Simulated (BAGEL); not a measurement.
**HF/aug-cc-pVDZ (density fitting with qzvpp-jkfit) run of CH3BFN (SMILES BN=CF)**

What is the vertical electron affinity of CH3BFN at HF/aug-cc-pVDZ (density fitting with qzvpp-jkfit)? 

The calculation is run with BAGEL 1.2.2.

2 further runs of the same task are left out: 2 set aside as unsound or not needed. Runs told in other sessions of the task aren't counted.

## 1. The molecule

CH3BFN: 7 atoms, total charge 0, spin state singlet. SMILES: `BN=CF`. The coordinates come from a PBE0-D4/def2-TZVP relaxation.

Bond lengths: B1–N2 1.364 Å, N2–C3 1.223 Å, C3–F4 1.339 Å, B1–H5 1.196 Å, B1–H6 1.196 Å, C3–H7 1.088 Å. Angles: B1–N2–C3 178.6°, N2–C3–F4 122.5°, N2–B1–H5 118.8°, N2–B1–H6 118.8°, N2–C3–H7 126.7°, F4–C3–H7 110.8°, H5–B1–H6 122.5°.

## 2. A single-point energy at HF/aug-cc-pVDZ (density fitting with qzvpp-jkfit)

hf.json reads:

```json
{ "bagel": [

{
  "title": "molecule",
  "basis": "aug-cc-pvdz.json",
  "df_basis": "qzvpp-jkfit",
  "angstrom": true,
  "geometry": [
    { "atom": "B", "xyz": [   -0.480500,    1.089800,    0.570900 ] },
    { "atom": "N", "xyz": [    0.018600,   -0.008400,   -0.066500 ] },
    { "atom": "C", "xyz": [    0.466800,   -1.006900,   -0.611700 ] },
    { "atom": "F", "xyz": [    0.739900,   -2.132000,    0.060700 ] },
    { "atom": "H", "xyz": [    0.284400,    1.897100,    1.009900 ] },
    { "atom": "H", "xyz": [   -1.666300,    1.214200,    0.659800 ] },
    { "atom": "H", "xyz": [    0.698200,   -1.122000,   -1.669000 ] }
  ]
},
{ "title": "hf" },
{ "title": "print", "file": "orbitals.molden", "orbitals": true }

]}
```

The basis set aug-cc-pVDZ is read from a file made from the Basis Set Exchange's data (not shown).

Launch:

```
$ BAGEL_NUM_THREADS=1 BAGEL hf.json > hf.out
```

The log of the run:

```text
* using 1 threads per process

  ===============================================================
  ===============================================================

  *** Geometry ***

  { "atom" : "B", "xyz" : [     -0.908013,      2.059424,      1.078845 ] },
  { "atom" : "N", "xyz" : [      0.035149,     -0.015874,     -0.125667 ] },
  { "atom" : "C", "xyz" : [      0.882124,     -1.902765,     -1.155945 ] },
  { "atom" : "F", "xyz" : [      1.398208,     -4.028896,      0.114706 ] },
  { "atom" : "H", "xyz" : [      0.537438,      3.584999,      1.908434 ] },
  { "atom" : "H", "xyz" : [     -3.148851,      2.294505,      1.246841 ] },
  { "atom" : "H", "xyz" : [      1.319407,     -2.120273,     -3.153953 ] },

  Number of auxiliary basis functions:      358

  Since a DF basis is specified, we compute 2- and 3-index integrals:
    o Being stored without compression. Storage requirement is 0.041 GB

  Number of basis functions:      119
  Number of electrons      :       30

    * METHOD: MOLECULE                             0.17

  *** RHF ***

  === Nuclear Repulsion ===
   101.2770138266

      * DIIS with orbital gradients will be used.

  === RHF iteration (aug-cc-pvdz.json) ===
      0       -217.75387967          0.02373049           0.06
      1       -218.00971408          0.01977137           0.06
      2       -218.20487063          0.00222595           0.06
      3       -218.20820181          0.00084064           0.06
      4       -218.20882171          0.00026772           0.06
      5       -218.20890631          0.00010946           0.06
      6       -218.20892509          0.00005339           0.06
      7       -218.20892900          0.00001030           0.06
      8       -218.20892915          0.00000303           0.06
      9       -218.20892917          0.00000132           0.06
     10       -218.20892917          0.00000059           0.05
     11       -218.20892917          0.00000014           0.05
     12       -218.20892917          0.00000006           0.05
     13       -218.20892917          0.00000002           0.05
     14       -218.20892917          0.00000001           0.05
    * SCF iteration converged.

    * Permanent dipole moment:
           (   -0.113830,    -0.005848,     0.642236) a.u.

    * METHOD: HF                                   1.02

    * METHOD: PRINT                                0.03

  ===============================================================
```

Wall time 1.4 s (1 thread of Arm Neoverse V1, shared host); peak memory 0.12 GiB.

## 3. The doublet anion, same level

hf.json reads:

```json
{ "bagel" : [

{
  "title" : "molecule",
  "basis" : "aug-cc-pvdz.json",
  "df_basis" : "qzvpp-jkfit",
  "angstrom" : "true",
  "geometry" : [
    { "atom" : "B", "xyz" : [      -0.480500,       1.089800,       0.570900 ] },
    { "atom" : "N", "xyz" : [       0.018600,      -0.008400,      -0.066500 ] },
    { "atom" : "C", "xyz" : [       0.466800,      -1.006900,      -0.611700 ] },
    { "atom" : "F", "xyz" : [       0.739900,      -2.132000,       0.060700 ] },
    { "atom" : "H", "xyz" : [       0.284400,       1.897100,       1.009900 ] },
    { "atom" : "H", "xyz" : [      -1.666300,       1.214200,       0.659800 ] },
    { "atom" : "H", "xyz" : [       0.698200,      -1.122000,      -1.669000 ] }
  ]
},

{ "title" : "uhf", "charge" : -1, "nopen" : 1 },

{ "title" : "print", "file" : "orbitals.molden", "orbitals" : "true" }

]}
```

The basis set aug-cc-pVDZ is read from a file made from the Basis Set Exchange's data (not shown).

Launch:

```
$ BAGEL_NUM_THREADS=1 BAGEL hf.json > hf.out
```

The log of the run:

```text
* using 1 threads per process

  ===============================================================
  ===============================================================

  *** Geometry ***

  { "atom" : "B", "xyz" : [     -0.908013,      2.059424,      1.078845 ] },
  { "atom" : "N", "xyz" : [      0.035149,     -0.015874,     -0.125667 ] },
  { "atom" : "C", "xyz" : [      0.882124,     -1.902765,     -1.155945 ] },
  { "atom" : "F", "xyz" : [      1.398208,     -4.028896,      0.114706 ] },
  { "atom" : "H", "xyz" : [      0.537438,      3.584999,      1.908434 ] },
  { "atom" : "H", "xyz" : [     -3.148851,      2.294505,      1.246841 ] },
  { "atom" : "H", "xyz" : [      1.319407,     -2.120273,     -3.153953 ] },

  Number of auxiliary basis functions:      358

  Since a DF basis is specified, we compute 2- and 3-index integrals:
    o Being stored without compression. Storage requirement is 0.041 GB

  Number of basis functions:      119
  Number of electrons      :       30

    * METHOD: MOLECULE                             0.17

  *** Open-shell HF ***

  === Nuclear Repulsion ===
   101.2770138266

      * DIIS with orbital gradients will be used.

  === UHF iteration (aug-cc-pvdz.json) ===
      0       -217.42534730          0.06053448           0.12
      1       -217.16169232          0.08110625           0.12
      2       -217.29815411          0.06679168           0.12
      3       -218.13506822          0.00750628           0.12
      4       -218.15625867          0.00399415           0.12
      5       -218.16388239          0.00330771           0.11
      6       -218.16932052          0.00250692           0.11
      7       -218.17474059          0.00095707           0.12
      8       -218.17642591          0.00041475           0.12
      9       -218.17703006          0.00039063           0.12
     10       -218.17756333          0.00026798           0.12
     11       -218.17760168          0.00019821           0.12
     12       -218.17770024          0.00008340           0.12
     13       -218.17772629          0.00004800           0.12
     14       -218.17773182          0.00002384           0.12
     15       -218.17773345          0.00001448           0.12
     16       -218.17773427          0.00000807           0.12
     17       -218.17773511          0.00000347           0.11
     18       -218.17773523          0.00000227           0.12
     19       -218.17773529          0.00000134           0.11
     20       -218.17773532          0.00000091           0.11
     21       -218.17773533          0.00000059           0.12
     22       -218.17773535          0.00000037           0.11
     23       -218.17773536          0.00000022           0.12
     24       -218.17773537          0.00000010           0.12
     25       -218.17773537          0.00000007           0.12
     26       -218.17773538          0.00000006           0.11
     27       -218.17773539          0.00000004           0.12
     28       -218.17773539          0.00000003           0.12
     29       -218.17773539          0.00000002           0.12
     30       -218.17773540          0.00000002           0.12
     31       -218.17773540          0.00000002           0.12
     32       -218.17773540          0.00000001           0.12
     33       -218.17773541          0.00000000           0.12
    * SCF iteration converged.

    * S^2 (UHF) is 0.7504

    * Permanent dipole moment:
           (    0.861136,    -0.254104,    -4.274215) a.u.

    * METHOD: UHF                                  4.14

    * METHOD: PRINT                                0.03

  ===============================================================
```

It took 4.5 s on 1 thread of Arm Neoverse V1, shared host; peak memory 0.12 GiB.

## 4. Summary of results

At HF/aug-cc-pVDZ (density fitting with qzvpp-jkfit):

```
                                         quantity          value
                     singlet CH3BFN: total energy  -218.20893 Eh
                    singlet CH3BFN: dipole moment         1.66 D
                      singlet CH3BFN: HOMO energy      -11.71 eV
                      singlet CH3BFN: LUMO energy        0.90 eV
                    singlet CH3BFN: HOMO–LUMO gap       12.61 eV
                      doublet anion: total energy  -218.17774 Eh
                              doublet anion: ⟨S²⟩          0.750
vertical electron affinity (to the doublet anion)      -0.849 eV
```

In words: The anion lies 0.85 eV (81.9 kJ/mol) above the neutral: the electron isn't bound at this level, and such a value depends on the basis. Hartree–Fock misses the correlation that binds many anions.
